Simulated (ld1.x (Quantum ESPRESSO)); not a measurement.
# Pseudopotential generation for germanium: ultrasoft, PBEsol

Aim: build the potential from the settings below, then test how well it stands in for the atom: other configurations, scattering, ghost states and the plane-wave cutoff that it needs.

Method: ld1.x (Quantum ESPRESSO) 7.5, PBEsol, scalar-relativistic.

**1. The atom and the settings**

The settings as typed:

```
element                 : germanium (Ge, Z = 32)
type                    : ultrasoft
frozen core             : [Ar]
valence charge          : 14
reference configuration : 3d10 4s2 4p0 (charge +2)
partial waves           : 4s (bound): rcut 1.35, rcutus 1.65 bohr; 4s channel at -1.85 Ry: rcut 1.35, rcutus 1.65 bohr; 4p (bound, empty): rcut 1.35, rcutus 1.65 bohr; 4p channel at 1.75 Ry: rcut 1.35, rcutus 1.65 bohr; 3d (bound): rcut 1.30, rcutus 1.40 bohr; 3d channel at -2.75 Ry: rcut 1.30, rcutus 1.40 bohr
local potential         : all-electron potential smoothed inside 1.08 bohr (lloc = -2)
core correction         : not asked for
augmentation charge     : PSQ, radius 0.90 bohr
```

The outer shells as boxes (Hund's rule for the drawing; the calculation is spin-unpolarised):

```
[Ar] core
3d [↑↓][↑↓][↑↓][↑↓][↑↓]
4s [↑↓]
4p [  ][  ][  ]
```

The nodes and maxima of the atom's own shells, from an earlier all-electron run, set the scale for the radii.

All-electron outer shells of the reference configuration (PBEsol, scalar-relativistic, ld1.x):

```tsv
shell	level (eV)	outermost node (bohr)	outermost maximum (bohr)
3p	-135.41	0.23	0.54
3d	-49.23	–	0.50
4s	-29.28	0.77	1.66
4p	-19.80	0.81	1.96
4f	-3.88	–	6.11
```

**2. The generation run**

Contents of Ge.in:

```
 &input
   title='Ge', zed=32., rel=1, dft='PBESOL', iswitch=3,
   config='[Ar] 3d10 4s2 4p0',
   nld=3, rlderiv=1.80, eminld=-6.0, emaxld=5.0, deld=0.02
 /
 &inputp
   pseudotype=3, tm=.true., lloc=-2, rcloc=1.08,
   nlcc=.false.,
   which_augfun='PSQ', rmatch_augfun=0.90,
   file_pseudopw='Ge.UPF', file_wfcaegen='ae.wfc', file_wfcncgen='nc.wfc', file_beta='beta', file_chi='chi', file_wfcusgen='us.wfc'
 /
6
4S  1  0   2.00   0.00  1.35  1.65  0.0
4S  1  0   0.00  -1.85  1.35  1.65  0.0
4P  2  1   0.00   0.00  1.35  1.65  0.0
4P  2  1   0.00   1.75  1.35  1.65  0.0
3D  3  2  10.00   0.00  1.30  1.40  0.0
3D  3  2   0.00  -2.75  1.30  1.40  0.0
 &test
   configts(1)='3d10 4s2 4p0'
 /
```

Command:

```sh
ld1.x < Ge.in > Ge.out
```

What the program wrote to Ge.out (without the banner and most projector matrices):

```text
     Program LD1 v.7.5
     --------------------------- All-electron run ----------------------------

     Ge
     scalar relativistic calculation

     atomic number is 32.00
     dft =PBESOL   lsd =0 sic =0 latt =0  beta=0.20 tr2=1.0E-14
     Exchange-correlation= PBESOL
                           (   1   4  10   8   0   0   0)
     mesh =1207 r(mesh) = 100.41023 a.u. xmin = -7.00 dx = 0.01250
     1 Ry =  13.60569312 eV, c = 137.03599908

     n l     nl                  e(Ry)          e(Ha)          e(eV)
     1 0     1S 1( 2.00)      -806.4486      -403.2243    -10972.2928
     2 0     2S 1( 2.00)      -102.2118       -51.1059     -1390.6624
     2 1     2P 1( 6.00)       -89.5313       -44.7656     -1218.1353
     3 0     3S 1( 2.00)       -13.8253        -6.9126      -188.1027
     3 1     3P 1( 6.00)        -9.9526        -4.9763      -135.4117
     3 2     3D 1(10.00)        -3.6182        -1.8091       -49.2278
     4 0     4S 1( 2.00)        -2.1522        -1.0761       -29.2821
     4 1     4P 1( 0.00)        -1.4553        -0.7277       -19.8009

     final scf error:  8.9E-15 reached in  36 iterations

     Etot =   -4192.906700 Ry,   -2096.453350 Ha,  -57047.401848 eV

     Ekin =    4268.551798 Ry,    2134.275899 Ha,   58076.605843 eV
     Encl =  -10065.360057 Ry,   -5032.680029 Ha, -136946.200112 eV
     Eh   =    1758.805190 Ry,     879.402595 Ha,   23929.763684 eV
     Exc  =    -154.903631 Ry,     -77.451815 Ha,   -2107.571263 eV

     normalization and overlap integrals

     s(1S/1S) =  1.000000  <r> =   0.0470  <r2> =    0.0030  r(max) =   0.0309
     s(2S/2S) =  1.000000  <r> =   0.2102  <r2> =    0.0521  r(max) =   0.1754
     s(2P/2P) =  1.000000  <r> =   0.1838  <r2> =    0.0414  r(max) =   0.1418
     s(3S/3S) =  1.000000  <r> =   0.6247  <r2> =    0.4503  r(max) =   0.5402
     s(3P/3P) =  1.000000  <r> =   0.6473  <r2> =    0.4933  r(max) =   0.5402
     s(3D/3D) =  1.000000  <r> =   0.7318  <r2> =    0.6838  r(max) =   0.5012
     s(4S/4S) =  1.000000  <r> =   1.9371  <r2> =    4.2680  r(max) =   1.6641
     s(4P/4P) =  1.000000  <r> =   2.3208  <r2> =    6.1700  r(max) =   1.9577

     ------------------------ End of All-electron run ------------------------

     --------------------- Generating US pseudopotential ---------------------

      Generating local potential from pseudized AE potential:
      Matching radius rcloc =   1.0800
      Enforcing V''(0)=0 (lloc=-2)

      Local pseudo, rcloc= 1.088 Estimated cut-off energy=    26.57 Ry
      Wfc-us  4S rcutus= 1.664  Estimated cut-off energy=    16.01 Ry
      Wfc-us  4S rcutus= 1.664  Estimated cut-off energy=    16.44 Ry
      Wfc-us  4P rcutus= 1.664  Estimated cut-off energy=    26.03 Ry
      Wfc-us  4P rcutus= 1.664  Estimated cut-off energy=    31.42 Ry
      Wfc-us  3D rcutus= 1.397  Estimated cut-off energy=    61.20 Ry
      Wfc-us  3D rcutus= 1.397  Estimated cut-off energy=    91.35 Ry

     Q pseudized with Bessel functions
     Expected ecutrho=     498.2350 due to l1=  2   l2=  2

     ------------------- End of pseudopotential generation -------------------

     [... the all-electron block is printed once more ...]


     Computing logarithmic derivative in   1.80495
     Computing logarithmic derivative in   1.80495
     Computing the partial wave expansion
     R is outside the sphere for l=    0 j= 0.00
     R is outside the sphere for l=    0 j= 0.00
     R is outside the sphere for l=    1 j= 0.00
     R is outside the sphere for l=    1 j= 0.00
     R is outside the sphere for l=    2 j= 0.00
     R is outside the sphere for l=    2 j= 0.00

     ---------------------- Testing the pseudopotential ----------------------

     Ge
     scalar relativistic calculation

     atomic number is 32.00   valence charge is 14.00
     dft =PBESOL   lsd =0 sic =0 latt =0  beta=0.20 tr2=1.0E-14
     mesh =1207 r(mesh) = 100.41023 xmin = -7.00 dx = 0.01250

     n l     nl             e AE (Ry)        e PS (Ry)    De AE-PS (Ry)
     3 2     3D   1(10.00)       -3.61817       -3.61818        0.00000
     1 0     4S   1( 2.00)       -2.15220       -2.15220        0.00001
     2 1     4P   1( 0.00)       -1.45534       -1.45534        0.00000

     eps = 2.9E-16  iter =  4

     Etot =   -4192.906700 Ry,   -2096.453350 Ha,  -57047.401848 eV
     Etotps =  -185.932943 Ry,     -92.966471 Ha,   -2529.746563 eV

     Ekin =      38.375984 Ry,      19.187992 Ha,     522.131860 eV
     Encl =    -409.096697 Ry,    -204.548349 Ha,   -5566.044120 eV
     Ehrt =     152.207667 Ry,      76.103833 Ha,    2070.890805 eV
     Ecxc =     -21.806331 Ry,     -10.903166 Ha,    -296.690251 eV
     Epseu=      54.386435 Ry,      27.193217 Ha,     739.965142 eV

     ---------------------- End of pseudopotential test ----------------------
```

Wall time 1.4 s (1 thread of Neoverse-V2, shared host). This counts the later configuration tests of the new file too.

All-electron and pseudo partial waves u(r) = r·R(r), from the program's wave files:

| r (bohr) | 4s AE | 4s PS |
| --- | --- | --- |
| 0.082 | 0.1051 | 0.0383 |
| 0.165 | 0.2199 | 0.0778 |
| 0.248 | 0.0046 | 0.1185 |
| 0.330 | -0.2307 | 0.1603 |
| 0.413 | -0.3629 | 0.2048 |
| 0.495 | -0.3783 | 0.2509 |
| 0.578 | -0.3075 | 0.2999 |
| 0.660 | -0.1871 | 0.3501 |
| 0.742 | -0.0435 | 0.4018 |
| 0.825 | 0.1063 | 0.4550 |
| 0.908 | 0.2489 | 0.5082 |
| 0.990 | 0.3760 | 0.5598 |
| 1.072 | 0.4863 | 0.6092 |
| 1.155 | 0.5797 | 0.6561 |
| 1.238 | 0.6550 | 0.6984 |
| 1.320 | 0.7128 | 0.7348 |
| 1.402 | 0.7555 | 0.7648 |
| 1.485 | 0.7850 | 0.7879 |
| 1.568 | 0.8023 | 0.8028 |
| 1.650 | 0.8091 | 0.8091 |
| 1.733 | 0.8071 | 0.8071 |
| 1.815 | 0.7978 | 0.7978 |
| 1.898 | 0.7820 | 0.7820 |
| 1.980 | 0.7615 | 0.7615 |
| 2.062 | 0.7371 | 0.7371 |
| 2.145 | 0.7092 | 0.7092 |

**3. Testing the new file in other configurations**

Contents of Ge.test.in:

```
 &input
   title='Ge', zed=32., rel=1, dft='PBESOL', iswitch=2,
   config='[Ar] 3d10 4s2 4p0'
 /
 &test
   file_pseudo='Ge.UPF', nconf=8,
   configts(1)='3d10 4s2 4p0',
   configts(2)='3d10 4s2 4p2',
   configts(3)='3d10 4s2 4p1',
   configts(4)='3d10 4s1 4p0',
   configts(5)='3d10 4s2 4p2.3',
   configts(6)='3d10 4s0 4p4',
   configts(7)='3d10 4s2 4p1.5',
   configts(8)='3d10 4s1 4p2'
 /
```

Command:

```sh
ld1.x < Ge.test.in > Ge.test.out
```

Ge.test.out, the pseudopotential blocks:

```text
     ---------------------- Testing the pseudopotential ----------------------

     Ge
     scalar relativistic calculation

     atomic number is 32.00   valence charge is 14.00
     dft =PBESOL   lsd =0 sic =0 latt =0  beta=0.20 tr2=1.0E-14
     mesh =1207 r(mesh) = 100.41023 xmin = -7.00 dx = 0.01250

     n l     nl             e AE (Ry)        e PS (Ry)    De AE-PS (Ry)
     3 2     3D   1(10.00)       -3.61817       -3.61818        0.00000
     1 0     4S   1( 2.00)       -2.15220       -2.15220        0.00001
     2 1     4P   1( 0.00)       -1.45534       -1.45534        0.00000

     eps = 2.0E-16  iter =  4

     Etot =   -4192.906700 Ry,   -2096.453350 Ha,  -57047.401848 eV
     Etotps =  -185.932943 Ry,     -92.966471 Ha,   -2529.746564 eV

     Ekin =      38.375984 Ry,      19.187992 Ha,     522.131860 eV
     Encl =    -409.096697 Ry,    -204.548349 Ha,   -5566.044120 eV
     Ehrt =     152.207667 Ry,      76.103833 Ha,    2070.890805 eV
     Ecxc =     -21.806331 Ry,     -10.903166 Ha,    -296.690251 eV
     Epseu=      54.386435 Ry,      27.193217 Ha,     739.965142 eV

     ---------------------- End of pseudopotential test ----------------------

     ---------------------- Testing the pseudopotential ----------------------

     Ge
     [...]
     n l     nl             e AE (Ry)        e PS (Ry)    De AE-PS (Ry)
     3 2     3D   1(10.00)       -2.15441       -2.15353       -0.00088
     1 0     4S   1( 2.00)       -0.86312       -0.86327        0.00015
     2 1     4P   1( 2.00)       -0.28641       -0.28644        0.00003

     eps = 1.9E-15  iter = 13

     Etot =   -4194.589934 Ry,   -2097.294967 Ha,  -57070.303424 eV
     Etotps =  -187.616560 Ry,     -93.808280 Ha,   -2552.653344 eV
     dEtot_ae =      -1.683235 Ry
     dEtot_ps =      -1.683617 Ry,   Delta E=       0.000383 Ry

     [...]
     ---------------------- End of pseudopotential test ----------------------

     ---------------------- Testing the pseudopotential ----------------------

     Ge
     [...]
     n l     nl             e AE (Ry)        e PS (Ry)    De AE-PS (Ry)
     3 2     3D   1(10.00)       -2.81776       -2.81694       -0.00082
     1 0     4S   1( 2.00)       -1.46208       -1.46229        0.00020
     2 1     4P   1( 1.00)       -0.82733       -0.82743        0.00010

     eps = 8.4E-15  iter =  8

     Etot =   -4194.042153 Ry,   -2097.021076 Ha,  -57062.850477 eV
     Etotps =  -187.068647 Ry,     -93.534323 Ha,   -2545.198599 eV
     dEtot_ae =      -1.135453 Ry
     dEtot_ps =      -1.135704 Ry,   Delta E=       0.000250 Ry

     [...]
     ---------------------- End of pseudopotential test ----------------------

     ---------------------- Testing the pseudopotential ----------------------

     Ge
     [...]
     n l     nl             e AE (Ry)        e PS (Ry)    De AE-PS (Ry)
     3 2     3D   1(10.00)       -4.63902       -4.64162        0.00260
     1 0     4S   1( 1.00)       -2.96839       -2.96509       -0.00330
     2 1     4P   1( 0.00)       -2.20180       -2.19942       -0.00238

     eps = 2.9E-15  iter =  9

     Etot =   -4190.349829 Ry,   -2095.174914 Ha,  -57012.613850 eV
     Etotps =  -183.376999 Ry,     -91.688499 Ha,   -2494.971168 eV
     dEtot_ae =       2.556871 Ry
     dEtot_ps =       2.555944 Ry,   Delta E=       0.000926 Ry

     [...]
     ---------------------- End of pseudopotential test ----------------------

     ---------------------- Testing the pseudopotential ----------------------

     Ge
     [...]
     n l     nl             e AE (Ry)        e PS (Ry)    De AE-PS (Ry)
     3 2     3D   1(10.00)       -1.99101       -1.99020       -0.00082
     1 0     4S   1( 2.00)       -0.70991       -0.71005        0.00013
     2 1     4P   1( 2.30)       -0.14877       -0.14879        0.00002

     eps = 9.4E-15  iter = 11

     Etot =   -4194.654849 Ry,   -2097.327425 Ha,  -57071.186637 eV
     Etotps =  -187.681486 Ry,     -93.840743 Ha,   -2553.536704 eV
     dEtot_ae =      -1.748150 Ry
     dEtot_ps =      -1.748543 Ry,   Delta E=       0.000393 Ry

     [...]
     ---------------------- End of pseudopotential test ----------------------

     ---------------------- Testing the pseudopotential ----------------------

     Ge
     [...]
     n l     nl             e AE (Ry)        e PS (Ry)    De AE-PS (Ry)
     3 2     3D   1(10.00)       -2.40122       -2.40244        0.00123
     1 0     4S   1( 0.00)       -0.99638       -0.99572       -0.00065
     2 1     4P   1( 4.00)       -0.38282       -0.38276       -0.00006

     eps = 7.8E-16  iter =  9

     Etot =   -4193.398370 Ry,   -2096.699185 Ha,  -57054.091362 eV
     Etotps =  -186.425320 Ry,     -93.212660 Ha,   -2536.445696 eV
     dEtot_ae =      -0.491670 Ry
     dEtot_ps =      -0.492377 Ry,   Delta E=       0.000707 Ry

     [...]
     ---------------------- End of pseudopotential test ----------------------

     ---------------------- Testing the pseudopotential ----------------------

     Ge
     [...]
     n l     nl             e AE (Ry)        e PS (Ry)    De AE-PS (Ry)
     3 2     3D   1(10.00)       -2.46604       -2.46512       -0.00092
     1 0     4S   1( 2.00)       -1.14830       -1.14848        0.00018
     2 1     4P   1( 1.50)       -0.54336       -0.54342        0.00006

     eps = 7.5E-15  iter =  8

     Etot =   -4194.383792 Ry,   -2097.191896 Ha,  -57067.498716 eV
     Etotps =  -187.410366 Ry,     -93.705183 Ha,   -2549.847930 eV
     dEtot_ae =      -1.477093 Ry
     dEtot_ps =      -1.477423 Ry,   Delta E=       0.000331 Ry

     [...]
     ---------------------- End of pseudopotential test ----------------------

     ---------------------- Testing the pseudopotential ----------------------

     Ge
     [...]
     n l     nl             e AE (Ry)        e PS (Ry)    De AE-PS (Ry)
     3 2     3D   1(10.00)       -2.94488       -2.94514        0.00026
     1 0     4S   1( 1.00)       -1.53371       -1.53342       -0.00029
     2 1     4P   1( 2.00)       -0.88531       -0.88530       -0.00001

     eps = 6.2E-15  iter =  7

     Etot =   -4193.400542 Ry,   -2096.700271 Ha,  -57054.120921 eV
     Etotps =  -186.427070 Ry,     -93.213535 Ha,   -2536.469506 eV
     dEtot_ae =      -0.493843 Ry
     dEtot_ps =      -0.494127 Ry,   Delta E=       0.000284 Ry

     [...]
     ---------------------- End of pseudopotential test ----------------------
```

The tests as a table, with energies relative to 3d10 4s2 4p0.

```csv
valence configuration,charge,ΔE all-electron (eV),error AE − PS (meV)
3d10 4s2 4p2,0,-22.902,+5.2
3d10 4s2 4p1,+1,-15.449,+3.4
3d10 4s1 4p0,+3,34.788,+13
3d10 4s2 4p2.3,-0.3,-23.785,+5.3
3d10 4s0 4p4,0,-6.690,+9.6
3d10 4s2 4p1.5,+0.5,-20.097,+4.5
3d10 4s1 4p2,+1,-6.719,+3.9
```

**4. Does it scatter like the atom?**

Taken from the files of the generation run. The phase is arctan(r·u′/u) with u = r·R, unwrapped, with energies in Ry. A pole is an energy at which the radial function vanishes at the test radius. The pseudo phase is shifted by a multiple of π to meet the all-electron one at the reference energy. Levels narrower than the energy grid can be missing from the poles. The last column is the largest difference on the grid between −1 and +1 Ry.

```tsv
channel	radius (bohr)	reference (Ry)	poles AE	poles PS	window around the reference with phases within 0.05 rad (Ry)	largest difference near zero (rad)
s	1.80	-2.15	2.18	1.80, 2.86	below 2.0	0.004
p	1.80	-1.46	3.91	3.85	the whole range	0.001
d	1.80	-3.62	-3.42	-3.42	the whole range	0.006
```

Phases (rad) along the scan:

| E (Ry) | d AE | d PS | p AE | p PS |
| --- | --- | --- | --- | --- |
| -6.00 | 1.302 | 1.302 | 1.285 | 1.281 |
| -5.48 | 1.279 | 1.279 | 1.262 | 1.259 |
| -4.96 | 1.242 | 1.242 | 1.235 | 1.232 |
| -4.44 | 1.167 | 1.167 | 1.200 | 1.198 |
| -3.92 | 0.761 | 0.760 | 1.155 | 1.154 |
| -3.40 | -1.591 | -1.591 | 1.093 | 1.092 |
| -2.88 | -1.776 | -1.776 | 1.004 | 1.003 |
| -2.36 | -1.847 | -1.848 | 0.864 | 0.863 |
| -1.84 | -1.904 | -1.904 | 0.626 | 0.626 |
| -1.32 | -1.965 | -1.965 | 0.213 | 0.213 |
| -0.80 | -2.041 | -2.041 | -0.355 | -0.355 |
| -0.28 | -2.149 | -2.148 | -0.817 | -0.817 |
| 0.24 | -2.317 | -2.315 | -1.089 | -1.089 |
| 0.76 | -2.603 | -2.597 | -1.248 | -1.248 |
| 1.28 | -3.080 | -3.065 | -1.348 | -1.348 |
| 1.80 | -3.640 | -3.620 | -1.418 | -1.418 |
| 2.32 | -4.037 | -4.019 | -1.469 | -1.469 |
| 2.84 | -4.267 | -4.252 | -1.509 | -1.509 |
| 3.36 | -4.405 | -4.392 | -1.541 | -1.543 |
| 3.88 | -4.495 | -4.483 | -1.569 | -1.573 |
| 4.40 | -4.559 | -4.547 | -1.595 | -1.601 |
| 4.92 | -4.606 | -4.595 | -1.618 | -1.630 |

**5. Cutoff and ghost test in a Bessel basis**

A separate test, outside the generator: the pseudo-atom's Hamiltonian at the reference potential is diagonalised in spherical Bessel functions j_l(qr) that vanish at 20 bohr, with q² up to the cutoff.

All-electron valence levels (Ry): 4s -2.1522, 4p -1.4553, 3d -3.6182. The lowest levels of each channel (Ry) by cutoff; the last column sums, over occupied levels, occupation times the distance from the level at 400 Ry. A positive value at high cutoff is not a bound level.

| cutoff (Ry) | s #1 | p #1 | d #1 | f #1 | Σ f·Δε (mRy) |
| --- | --- | --- | --- | --- | --- |
| 8 | -2.1371 | -1.4509 | -1.2242 | -0.2844 | 23970.3 |
| 15 | -2.1515 | -1.4543 | -2.4120 | -0.2848 | 12063.6 |
| 21 | -2.1519 | -1.4552 | -3.1490 | -0.2848 | 4692.9 |
| 35 | -2.1522 | -1.4553 | -3.5564 | -0.2848 | 617.5 |
| 50 | -2.1522 | -1.4553 | -3.6157 | -0.2848 | 25.0 |
| 60 | -2.1522 | -1.4554 | -3.6173 | -0.2848 | 8.8 |
| 70 | -2.1522 | -1.4554 | -3.6174 | -0.2848 | 7.7 |
| 90 | -2.1522 | -1.4554 | -3.6180 | -0.2848 | 1.4 |
| 100 | -2.1522 | -1.4554 | -3.6181 | -0.2848 | 0.9 |
| 120 | -2.1522 | -1.4554 | -3.6181 | -0.2848 | 0.7 |
| 400 | -2.1522 | -1.4554 | -3.6182 | -0.2848 | 0.0 |

The sum stays within 10 mRy from 60 Ry and within 1 mRy from 100 Ry. The sum leaves out empty levels, which can need more. Ghost test: no level below the all-electron spectrum of its channel (s, p, d, f tested).

**6. Summary of results**

| quantity | value |
| --- | --- |
| cutoffs for 10 and 1 mRy, occupied levels | 60 Ry and 100 Ry |
| bound ghosts | none found |
| largest test error (AE − PS) | +13 meV, for 3d10 4s1 4p0 |
| largest phase difference near zero energy, channels read | 0.006 rad |
| lowest eigenvalue of the overlap (Bessel basis) | 0.421 (s) |
| density cutoff estimated by the generator | 498 Ry |

What this shows: By total energies transferability is good: the largest error is 13 meV on 34.8 eV, for 3d10 4s1 4p0. The potential is of middling hardness: the looser tolerance needs 60 Ry. The slowest occupied level is 3d: taken alone it needs 60 Ry to come within 1 mRy, against 15 Ry for 4s. The Bessel-basis test finds no level below the valence levels. Near zero energy the phases of the channels with partial waves agree within 0.006 rad. All of this concerns the isolated atom, not yet a solid.
